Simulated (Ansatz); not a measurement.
# WS2: the cost of one run

Computed with Ansatz 0.2.0 (DFT HSE06, scalar-relativistic, plane waves, PAW, unless a step's input says otherwise).

**1. The system as given**

It takes space group P6_3/mmc (No. 194, hexagonal). The conventional cell has a = 3.184 Å, b = 3.184 Å, c = 12.978 Å, α = 90.00°, β = 90.00°, γ = 120.00°. W (site symmetry -6m2) has 6 S at 2.41 Å as nearest neighbours. S (site symmetry 3m) has 3 W at 2.41 Å as nearest neighbours.

Structure file:

```cif
data_structure
_symmetry_space_group_name_H-M 'P 1'
_symmetry_Int_Tables_number 1
_cell_length_a 3.1842
_cell_length_b 3.1842
_cell_length_c 12.9783
_cell_angle_alpha 90.000
_cell_angle_beta 90.000
_cell_angle_gamma 120.000
_cell_volume 113.96
loop_
_atom_site_label
_atom_site_type_symbol
_atom_site_fract_x
_atom_site_fract_y
_atom_site_fract_z
_atom_site_occupancy
W1 W 0.33333 0.66667 0.25000 1
W2 W 0.66667 0.33333 0.75000 1
S1 S 0.33333 0.66667 0.62980 1
S2 S 0.66667 0.33333 0.12980 1
S3 S 0.33333 0.66667 0.87020 1
S4 S 0.66667 0.33333 0.37020 1
```

Source of the structure: the Materials Project (structure only).

(A quick probe on a coarse mesh, which set the mesh and smearing, is not shown.)

**3. The relaxation**

Input file input.yaml:

```yaml
crystal:
  lattice:
    - [3.18422289, 0.0, 0.0]
    - [-1.59211145, 2.75761792, 0.0]
    - [0.0, 0.0, 12.97828236]
  atoms:
    - { symbol: W, position: [0.33333333, 0.66666667, 0.25] }
    - { symbol: W, position: [0.66666667, 0.33333333, 0.75] }
    - { symbol: S, position: [0.33333333, 0.66666667, 0.62980494] }
    - { symbol: S, position: [0.66666667, 0.33333333, 0.12980494] }
    - { symbol: S, position: [0.33333333, 0.66666667, 0.87019506] }
    - { symbol: S, position: [0.66666667, 0.33333333, 0.37019506] }
basis:
  ecutwfc: 420
kpoints:
  mp_grid: { grid: [12, 12, 2] }
hamiltonian:
  xc: hse06
scf:
  occupations: { method: gaussian, width: 0.02 }
output:
  forces: true
  stress: true
  eigenvalues: true
relax:
  adjacent_minimum: "off"
  f_tol: 0.005
  max_steps: 80
  cell: { stress_tol: 0.05 }
```

Launch:

```bash
ansatz run input.yaml --threads 8 --pin off --max-ram 20480MiB --backend cpu --events-out ev --progress --plain --runs-dir out
```

**Question.** How long does this run take on 8 threads of Intel Xeon at 2.70GHz, shared host, and how much memory does it need?

About 13 min, with a peak of 6.4 GiB.
